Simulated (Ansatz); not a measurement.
SiF: band structure with HSEsol

SiF:

```
Si F
1.0
     3.02860    0.00000    0.00000
     0.00000    3.02860    0.00000
     0.00000    0.00000    3.02860
Si F
1 1
Direct
  0.50000 0.50000 0.50000
  0.00000 0.00000 0.00000
```

The cell was built by a generator and needn't be a form met in nature.

```yaml
Program: Ansatz 0.2.0
Task: band structure
Functional: HSEsol
Potentials_or_basis: Ansatz PAW
Cutoff: "420 eV (not typed: the program's choice for these potentials)"
k_mesh: 5 × 5 × 5
Occupations: fermi-dirac, width 0.05 eV
Spin: no spin polarisation
Path: "[[\"G\", \"X\", \"M\", \"G\", \"R\", \"X\"], [\"M\", \"R\"]]"
Points_for_each_segment_of_the_path: 4
```

| Property | Result |
| --- | --- |
| Pressure | -4.2 GPa |
| Band gap on the k mesh | none (metal or under the smearing width) |

Levels at the corners of the path, in eV from the Fermi level:
```csv
point,band 3,band 4,band 5,band 6,band 7,band 8
Γ,-6.42,-6.42,-6.42,6.12,6.12,6.12
X,-6.08,-6.08,-3.33,-2.68,5.96,5.96
M,-8.42,-6.37,-5.86,1.31,1.31,6.92
Γ,-6.42,-6.42,-6.42,6.12,6.12,6.12
R,-7.32,-7.32,-3.13,-0.71,-0.71,-0.71
X,-6.08,-6.08,-3.33,-2.68,5.96,5.96
M,-8.42,-6.37,-5.86,1.31,1.31,6.92
R,-7.32,-7.32,-3.13,-0.71,-0.71,-0.71
```

Run time: 10 s on 1 × NVIDIA H100 80GB HBM3 with 2 threads of AMD EPYC 7R13 Processor (Zen 3), on a shared host, peak memory 1.6 GiB.

Caveat: the k mesh is coarse (spacing up to 0.41 Å⁻¹), so the values aren't converged, least of all with exact exchange; an odd number of electrons without spin polarisation forces a metal; a magnetic or distorted state may lie lower; the PAW data sets come from PBE, with cores solved anew for the run's functional, which leaves a small shift of forces and pressure; the thresholds are loose for stress.
